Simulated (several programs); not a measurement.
**C (4H polytype) from semi-empirical methods to plane-wave DFT**

C (4H polytype), relaxed with r2SCAN in Ansatz, was computed with several methods. Space group P6_3/mmc (No. 194), hexagonal; conventional cell a = 2.510 Å, c = 8.280 Å, 5.65 Å³ an atom. C is surrounded by 4 C at 1.54 Å; C is surrounded by 4 C at 1.54–1.57 Å. The structure was generated, not taken from experiment, and needn't be the ground state; spin polarisation is off.

```cif
data_structure
_symmetry_space_group_name_H-M 'P6_3/mmc'
_symmetry_Int_Tables_number 194
_cell_length_a 2.5098
_cell_length_b 2.5098
_cell_length_c 8.2802
_cell_angle_alpha 90.000
_cell_angle_beta 90.000
_cell_angle_gamma 120.000
_cell_volume 45.17
loop_
_atom_site_label
_atom_site_type_symbol
_atom_site_symmetry_multiplicity
_atom_site_Wyckoff_symbol
_atom_site_fract_x
_atom_site_fract_y
_atom_site_fract_z
_atom_site_occupancy
C1 C 4 e 0.00000 0.00000 0.90706 1
C2 C 4 f 0.33333 0.66667 0.15550 1
```

Gaps and times are for a single point on this cell; volume and bulk modulus come from each method's own relaxation or energy curve at fixed shape, which is too stiff where a cell has free coordinates or axes. Times are rough, from shared hosts (Arm Neoverse V1), and each method has its own mesh and cell size. A double dagger marks a value from a curve with shape and coordinates held. PM6 (MOPAC), PM7 (MOPAC), GFN1-xTB (tblite), GFN2-xTB (tblite) treat a cluster of cells at its zone centre, which samples few k points: where these miss a band edge, the gap comes out too large for that reason alone. Gaps from k meshes are read at a limited set of points (mesh, symmetry points, PBE's band edges), so each method's own least gap may be somewhat smaller. Force fields have no electrons; where one was fitted to this phase, its volume and modulus reflect the fit. xTB and the PM methods were fitted mostly to molecules, and can miss a solid's gap by electronvolts. Minimal bases can be far off for gaps. Times of the plane-wave ladder aren't listed, since it ran on unlike processors and cards. GLLB-SC's gap includes the derivative discontinuity. d marks a direct gap, i an indirect one (no mark: not told apart), a dash a value that wasn't computed or didn't pass its checks.

```
                              method              kind  gap (eV)  own volume (Å³/atom)  bulk modulus (GPa)  atoms computed  processor time
                              PBEsol         semilocal         –                  5.62                   –               8               –
              SiCGe.tersoff (LAMMPS)       force field         –                  5.67                426‡               8          0.11 s
                BNC.tersoff (LAMMPS)       force field         –                  6.05                369‡               8          0.11 s
    SiC_Erhart-Albe.tersoff (LAMMPS)       force field         –                  5.67                446‡               8          0.12 s
                    CH.rebo (LAMMPS)       force field         –                  5.67                442‡               8          0.13 s
light PBE (260 eV and a coarse mesh)  light plane-wave    4.59 i                     –                   –               8          0.85 s
                   GFN1-xTB (tblite)     tight binding      5.89                 5.58‡                529‡         cluster           3.6 s
                                 PBE         semilocal    4.57 i                  5.70                433‡               8               –
                                 LDA         semilocal    4.53 i                  5.51                   –               8               –
     non-self-consistent DFTB (CP2K)     tight binding    6.81 d                     –                   –               8           4.8 s
                         PM7 (MOPAC)    semi-empirical      9.77                 5.68‡                713‡         cluster           7.8 s
                         PM6 (MOPAC)    semi-empirical      9.93                     –                   –         cluster           8.5 s
                              r2SCAN         semilocal    4.80 i                  5.65                451‡               8               –
                      PBE/SZV (CP2K)       small basis    6.34 d                 5.77‡                478‡               8            18 s
                             LC-ωPBE            hybrid   11.23 i                     –                   –               8               –
                   GFN2-xTB (tblite)     tight binding      5.85                 5.56‡                540‡         cluster            26 s
                      GLLB-SC (GPAW)   model potential      5.87                     –                   –               8            38 s
                     PBE/DZVP (CP2K)       small basis    4.74 i                 5.72‡                433‡               8            55 s
                               HSE06            hybrid    5.73 i                     –                   –               8               –
                                PBE0            hybrid    6.49 i                     –                   –               8               –
                            DDH-PBE0            hybrid    5.88 i                     –                   –               8               –
```

Against HSE06 (5.73 eV) and with closed or daggered gaps left aside, the nearest gap at the points sampled is that of GFN2-xTB (tblite) (+0.12 eV) and the farthest that of LC-ωPBE (+5.50 eV). HSE06 is only a yardstick of convenience: for gaps this wide it usually falls short of measured ones, so a larger value can be the better one.

Volumes against r2SCAN's: PBEsol -0.5 %, SiCGe.tersoff (LAMMPS) +0.4 %, BNC.tersoff (LAMMPS) +7.2 %, SiC_Erhart-Albe.tersoff (LAMMPS) +0.4 %, CH.rebo (LAMMPS) +0.4 %, PBE +0.9 %, LDA -2.4 %.
